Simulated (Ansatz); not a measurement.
**InH3O3: vertical ionisation energy**

Aim: the vertical ionisation energy of InH3O3, as cation minus neutral at the neutral's geometry, on several levels, and how well −ε(HOMO) stands in for it.

Computed with Ansatz 0.2.0, Gaussian basis. Level: unrestricted cation, the program's frozen cores in correlated methods.

Levels to be run: UKS PBE-D4/def2-TZVPP; UKS r2SCAN-D4/def2-TZVPP; UKS PBE0-D4/def2-TZVPP; UKS B3LYP-D4/def2-TZVPP; UKS wB97X-V/def2-TZVPP; UKS wB97M-V/def2-TZVPP; UKS B2PLYP/def2-TZVPP; UHF-CCSD(T)/def2-TZVPP; UHF-MP2/def2-QZVPP; extrapolation to the limit; then −ε(HOMO) from the neutral's earlier runs with LDA (SPW92), PBE-D4, revPBE-D4, BLYP-D4, r2SCAN-D4, B97M-V, PBE0-D4, B3LYP-D4, r2SCANh-D4, r2SCAN0-D4, HSE06-D4, BHLYP-D4, CAM-B3LYP-D4, LC-ωPBE, ωB97X-V, ωB97M-V.

## (1) The relaxed structure

All runs share one geometry, relaxed beforehand with PBE0-D4 in a triple-zeta def2 set. In takes the def2 core potential; no spin-orbit term is included.

SMILES `[OH][In]([OH])[OH]`, 7 atoms, charge 0, spin multiplicity 1.

Atoms are counted from 1 here; the program's logs count them from 0.

Bond lengths: O1–In2 1.973 Å, O1–H5 0.961 Å, In2–O3 1.973 Å, In2–O4 1.973 Å, O3–H6 0.961 Å, O4–H7 0.961 Å. Angles: In2–O1–H5 112.2°, O1–In2–O3 120.0°, O1–In2–O4 120.0°, O3–In2–O4 120.0°, In2–O3–H6 112.1°, In2–O4–H7 112.2°.

## (2) Cation, UKS PBE-D4/def2-TZVPP

Input file in.yaml:

```yaml
crystal:
  periodic: [false, false, false]
  atoms:
    - {symbol: O, position_ang: [-1.905633, 0.445690, -0.146566]}
    - {symbol: In, position_ang: [0.008430, -0.009966, -0.006308]}
    - {symbol: O, position_ang: [0.989115, 0.352292, 1.666424]}
    - {symbol: O, position_ang: [0.942763, -0.827666, -1.539095]}
    - {symbol: H, position_ang: [-2.245059, 0.837316, 0.662577]}
    - {symbol: H, position_ang: [1.911103, 0.087557, 1.610307]}
    - {symbol: H, position_ang: [0.360681, -0.953125, -2.293239]}
basis:
  gaussian: {orbitals: def2-TZVPP}
total_charge: 1
magnetization: {spin_polarized: true, initial_magnetization: 1}
hamiltonian: {xc: pbe, dispersion: d4}
```

Command:

```bash
$ ansatz run in.yaml --threads 2 --pin off --events-out ev --progress --plain --max-ram 32768MiB --backend cpu
```

After this run come: Cation, UKS r2SCAN-D4/def2-TZVPP; Cation, UKS PBE0-D4/def2-TZVPP; Cation, UKS B3LYP-D4/def2-TZVPP; Cation, UKS wB97X-V/def2-TZVPP; Cation, UKS wB97M-V/def2-TZVPP; Cation, UKS B2PLYP (frozen core)/def2-TZVPP; Cation, UHF-CCSD(T)/def2-TZVPP; Cation, UHF-MP2/def2-QZVPP.

Before running them: what should the planned runs give, taken together? Wanted: ionisation energy, CCSD(T)/CBS; nearest functional by difference; nearest −ε(HOMO); −ε(HOMO) of PBE; T1 of the cation.

As calculated:

| quantity | value |
| --- | --- |
| ionisation energy, CCSD(T)/CBS | 11.56 eV |
| nearest functional by difference | ωB97X-V (-0.22 eV) |
| nearest −ε(HOMO) | LC-ωPBE (+0.03 eV) |
| −ε(HOMO) of PBE | 6.97 eV |
| T1 of the cation | 0.029 |

In words: By cation minus neutral, the functionals miss by 1.40 eV at most. The PBE orbital energy is 4.6 eV too small: a semilocal HOMO is no ionisation energy. Among orbital estimates LC-ωPBE comes nearest. Hartree-Fock falls 1.81 eV short, as the neutral has more correlation energy than the cation. Correlated methods include outer-core shells of In, which these sets cover unevenly. With outer-core shells in play the reference is unsure by up to some tenths of an eV, so close misses can't be ranked.
